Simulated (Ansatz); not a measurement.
# RbCaH3: the cost of one run

Method: DFT r2SCAN, scalar-relativistic, plane waves, PAW, in Ansatz 0.2.0.

## 1. Starting point

The structure is cubic, space group Pm-3m (No. 221). Conventional cell: a = 4.547 Å, b = 4.547 Å, c = 4.547 Å, α = 90.00°, β = 90.00°, γ = 90.00°. Rb (site symmetry m-3m) has 12 H at 3.22 Å in its first shell of neighbours. Ca (site symmetry m-3m) has 6 H at 2.27 Å in its first shell of neighbours. Around H (site symmetry 4/mmm) lie 2 Ca at 2.27 Å and 4 Rb at 3.22 Å.

Structure file:

```cif
data_structure
_symmetry_space_group_name_H-M 'P 1'
_symmetry_Int_Tables_number 1
_cell_length_a 4.5470
_cell_length_b 4.5470
_cell_length_c 4.5470
_cell_angle_alpha 90.000
_cell_angle_beta 90.000
_cell_angle_gamma 90.000
_cell_volume 94.01
loop_
_atom_site_label
_atom_site_type_symbol
_atom_site_fract_x
_atom_site_fract_y
_atom_site_fract_z
_atom_site_occupancy
Rb1 Rb 0.00000 0.00000 0.00000 1
Ca1 Ca 0.50000 0.50000 0.50000 1
H1 H 0.00000 0.50000 0.50000 1
H2 H 0.50000 0.00000 0.50000 1
H3 H 0.50000 0.50000 0.00000 1
```

The cell is taken as given, not relaxed at this level.

## 2. The reference cell

Reference values: F = -5149.9885 eV; pressure -0.52 GPa; largest force 0.000 eV/Å; gap on the mesh 3.78 eV. It was computed beforehand with the settings of the runs below.

## 3. The scan: a sublattice displacement scan

Every Rb atom is moved by x along the Cartesian unit vector (0.577, 0.577, 0.577); the cell and all other atoms stay fixed. Forces below are components along that vector, summed over the moved atoms.

## 4. At x = -0.100 Å

input.yaml reads:

```yaml
crystal:
  lattice:
    - [4.547, 0.0, 0.0]
    - [0.0, 4.547, 0.0]
    - [0.0, 0.0, 4.547]
  atoms:
    - { symbol: Rb, position: [-0.0126973888, -0.0126973888, -0.0126973888] }
    - { symbol: Ca, position: [0.5, 0.5, 0.5] }
    - { symbol: H, position: [0.0, 0.5, 0.5] }
    - { symbol: H, position: [0.5, 0.0, 0.5] }
    - { symbol: H, position: [0.5, 0.5, 0.0] }
basis:
  ecutwfc: 500
kpoints:
  mp_grid: { grid: [6, 6, 6] }
hamiltonian:
  xc: r2scan
scf:
  occupations: { method: gaussian, width: 0.05 }
output:
  forces: true
  stress: true
  eigenvalues: true
```

Started as:

```
ansatz run input.yaml --threads 1 --pin off --max-ram 2560MiB --backend cpu --events-out ev --progress --plain --runs-dir out
```

Q: Estimate wall time and peak memory on 1 thread of Arm Neoverse V1, shared host.

About 14 s, with a peak of 0.55 GiB.
